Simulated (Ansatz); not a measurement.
# Rb: one candidate structure

Where does Rb go from the start given, samarium (9R) type (R-3m, No. 166)?

Program: Ansatz 0.2.0. Level of theory: DFT r2SCAN, scalar-relativistic, plane waves, PAW. These are calculated values, not measurements.

### Step 1. Starting point

The structure is trigonal, space group R-3m (No. 166). Conventional cell: a = 5.317 Å, b = 5.317 Å, c = 38.548 Å, α = 90.00°, β = 90.00°, γ = 120.00°.

Coordinates:

```
Rb
1.0
     2.65868    1.53499   12.84925
    -2.65868    1.53499   12.84925
     0.00000   -3.06998   12.84925
Rb
3
Direct
  0.00000 0.00000 0.00000
  0.22222 0.22222 0.22222
  0.77778 0.77778 0.77778
```

(A quick probe on a coarse mesh, which set the mesh and smearing, is not shown.)

### Step 3. Relaxing cell and atoms

The input, input.yaml:

```yaml
crystal:
  lattice:
    - [2.6586843074, 1.5349921005, 12.8492544316]
    - [-2.6586843074, 1.5349921005, 12.8492544316]
    - [0.0, -3.0699842012, 12.8492544316]
  atoms:
    - { symbol: Rb, position: [0.0, 0.0, 0.0] }
    - { symbol: Rb, position: [0.22222, 0.22222, 0.22222] }
    - { symbol: Rb, position: [0.77778, 0.77778, 0.77778] }
basis:
  ecutwfc: 500
kpoints:
  mp_grid: { grid: [12, 12, 12] }
hamiltonian:
  xc: r2scan
scf:
  occupations: { method: gaussian, width: 0.1 }
output:
  forces: true
  stress: true
  eigenvalues: true
relax:
  adjacent_minimum: "off"
  f_tol: 0.01
  max_steps: 80
  cell: { stress_tol: 0.05 }
```

Further runs follow: second relaxation.

What does the calculation give?

The runs gave:

| quantity | value |
| --- | --- |
| cell (conventional) | a = 5.145 Å, b = 5.145 Å, c = 37.522 Å, α = 90.00°, β = 90.00°, γ = 120.00° |
| space group | R-3m (No. 166) |
| volume | 95.57 Å³/atom |
| gap on the mesh | none (metal) |

In words: The space group stayed R-3m, and from the first guess the volume went from 104.88 to 95.57 Å³/atom.
